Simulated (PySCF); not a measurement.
**CHClFNOSi (SMILES O=C=N[SiH](F)Cl) at 3 levels**

Wanted: a comparison of 3 runs (HF/cc-pVTZ, wB97X/def2-SVPD, BLYP/cc-pVTZ) of CHClFNOSi. 

Program for the calculation: PySCF 2.14.0.

## Step 1: The structure to begin with

The species is CHClFNOSi (7 atoms), meant as a singlet with charge 0. SMILES: `O=C=N[SiH](F)Cl`. Geometry: relaxed at PBE0-D4/def2-TZVP. This is one conformer, not always the lowest.

Bond lengths: O1–C2 1.159 Å, C2–N3 1.198 Å, N3–Si4 1.686 Å, Si4–F5 1.581 Å, Si4–Cl6 2.029 Å, Si4–H7 1.466 Å. Angles: O1–C2–N3 177.6°, C2–N3–Si4 156.6°, N3–Si4–F5 108.1°, N3–Si4–Cl6 110.5°, F5–Si4–Cl6 108.3°, N3–Si4–H7 110.6°, F5–Si4–H7 109.0°, Cl6–Si4–H7 110.3°.

## Step 2: Energy and gradient at HF/cc-pVTZ (run 1)

start.xyz reads:

```xyz
7

O      0.815200    -2.357500     1.658700
C      0.512200    -1.559700     0.874600
N      0.199300    -0.771000     0.028300
Si    -0.274200     0.722000    -0.596700
F      0.917700     1.292700    -1.464400
Cl    -0.652900     2.033600     0.904000
H     -1.456100     0.571700    -1.450200
```

calc.py reads:

```python
# O=C=N[SiH](F)Cl
from pyscf import gto

system = gto.Mole()
system.atom = 'start.xyz'
system.spin = 0
system.charge = 0
system.basis = 'cc-pvtz'
system.verbose = 4
system.max_memory = 1860
system.build()

myscf = system.RHF()
myscf.conv_tol = 1e-10
myscf.kernel()
if not myscf.converged:
    myscf = myscf.newton().run(myscf.mo_coeff, myscf.mo_occ)

e_final = myscf.e_tot
print(f'total energy: {e_final:.8f} hartree')
grad = myscf.nuc_grad_method().kernel()
myscf.analyze()
```

Started as:

```console
$ OMP_NUM_THREADS=1 python calc.py
```

What it wrote:

```text
PySCF version 2.14.0

[... 112 lines left out ...]
MO #22  energy= -0.70055356951258  occ= 2
[... 35 lines left out ...]
MO #58  energy= 0.729195936870459  occ= 0
[... 35 lines left out ...]
MO #94  energy= 1.76082328940475   occ= 0
[... 35 lines left out ...]
MO #130 energy= 3.06106990156528   occ= 0
[... 35 lines left out ...]
MO #166 energy= 5.32727823941514   occ= 0
[... 35 lines left out ...]
MO #202 energy= 15.3851731006786   occ= 0
[... 212 lines left out ...]
Dipole moment(X, Y, Z, Debye): -1.21682,  0.06855, -0.73469
```

Wall time 2.9 min (1 thread of Intel Xeon at 2.70GHz, shared host); peak memory 0.13 GiB.

## Step 3: Energy and gradient at wB97X/def2-SVPD (run 2)

calc.py reads:

```python
from pyscf import gto, dft

mol = gto.M(
    atom='''
O    0.815200  -2.357500   1.658700
C    0.512200  -1.559700   0.874600
N    0.199300  -0.771000   0.028300
Si  -0.274200   0.722000  -0.596700
F    0.917700   1.292700  -1.464400
Cl  -0.652900   2.033600   0.904000
H   -1.456100   0.571700  -1.450200
''',
    spin=0,
    verbose=4,
    max_memory=1860,
    basis='def2-svpd',
)

myscf = dft.RKS(mol, xc='wb97x')
myscf.grids.level = 5
myscf.conv_tol = 1e-10
myscf.kernel()
if not myscf.converged:
    myscf = myscf.newton().run(myscf.mo_coeff, myscf.mo_occ)

e_tot = myscf.e_tot
print('Final energy', e_tot)
grad = myscf.nuc_grad_method().kernel()
myscf.analyze()
```

Started as:

```console
$ OMP_NUM_THREADS=1 python calc.py
```

What it wrote:

```text
PySCF version 2.14.0

[... 117 lines left out ...]
MO #15  energy= -1.32854962872768  occ= 2
[... 25 lines left out ...]
MO #41  energy= 0.160411004008556  occ= 0
[... 25 lines left out ...]
MO #67  energy= 0.47785503853776   occ= 0
[... 25 lines left out ...]
MO #93  energy= 0.951251624300395  occ= 0
[... 25 lines left out ...]
MO #119 energy= 1.77120868123865   occ= 0
[... 25 lines left out ...]
MO #145 energy= 4.09355111235398   occ= 0
[... 155 lines left out ...]
Dipole moment(X, Y, Z, Debye): -1.17290, -0.00426, -0.68985
```

Wall time 2 min (1 thread of Intel Xeon at 2.70GHz, shared host); peak memory 1.7 GiB.

## Step 4: Energy and gradient at BLYP/cc-pVTZ (run 3)

job.py reads:

```python
from pyscf import gto, dft

molecule = gto.M(
    atom='''
O        0.815200      -2.357500       1.658700
C        0.512200      -1.559700       0.874600
N        0.199300      -0.771000       0.028300
Si      -0.274200       0.722000      -0.596700
F        0.917700       1.292700      -1.464400
Cl      -0.652900       2.033600       0.904000
H       -1.456100       0.571700      -1.450200
''',
    basis='cc-pvtz',
    verbose=4,
    max_memory=1860,
    charge=0,
    spin=0,
)

mf = dft.RKS(molecule)
mf.xc = 'blyp'
mf.grids.level = 5
mf.conv_tol = 1e-10
mf.kernel()
if not mf.converged:
    mf = mf.newton().run(mf.mo_coeff, mf.mo_occ)

etot = mf.e_tot
print('E = %.10f Eh' % etot)
grad = mf.nuc_grad_method().kernel()
mf.analyze()
```

Started as:

```console
$ OMP_NUM_THREADS=1 python job.py
```

What it wrote:

```text
PySCF version 2.14.0

[... 129 lines left out ...]
MO #22  energy= -0.438374564098878 occ= 2
[... 35 lines left out ...]
MO #58  energy= 0.504527191826673  occ= 0
[... 35 lines left out ...]
MO #94  energy= 1.44576465068702   occ= 0
[... 35 lines left out ...]
MO #130 energy= 2.62546483997321   occ= 0
[... 35 lines left out ...]
MO #166 energy= 4.80016646506904   occ= 0
[... 35 lines left out ...]
MO #202 energy= 14.4514040147795   occ= 0
[... 212 lines left out ...]
Dipole moment(X, Y, Z, Debye): -0.94465,  0.01589, -0.59782
```

Run time: 4.9 min. Hardware: 1 thread of Intel Xeon at 2.70GHz, shared host; peak memory 1.7 GiB.

## Step 5: The series

| run | level | integration grid | energy (Eh) | dipole moment (D) | HOMO energy (eV) | LUMO energy (eV) | wall time |
| --- | --- | --- | --- | --- | --- | --- | --- |
| 1 | HF/cc-pVTZ | – | -1015.952618 | 1.42 | -12.78 | 3.57 | 2.9 min |
| 2 | wB97X/def2-SVPD | 5 | -1017.890551 | 1.36 | -11.88 | 1.71 | 2 min |
| 3 | BLYP/cc-pVTZ | 5 | -1018.480165 | 1.12 | -7.77 | -1.03 | 4.9 min |

## Step 6: Results

| quantity | value |
| --- | --- |
| run 3: total energy | -1018.48016 Eh |
| run 3: dipole moment | 1.12 D |
| run 3: HOMO energy | -7.77 eV |
| run 3: LUMO energy | -1.03 eV |
| run 3: HOMO–LUMO gap | 6.74 eV |
| run 3: largest force on an atom | 1.772 eV/Å |

**Reading.** The dipole moment (its size) runs from 1.12 D (BLYP/cc-pVTZ) to 1.42 D (HF/cc-pVTZ). The HOMO–LUMO gap runs from 6.74 eV (BLYP/cc-pVTZ) to 16.35 eV (HF/cc-pVTZ). Exact exchange widens orbital gaps. Totals of different functionals can't be ranked against each other. All runs together took 9.8 min, the longest 4.9 min.
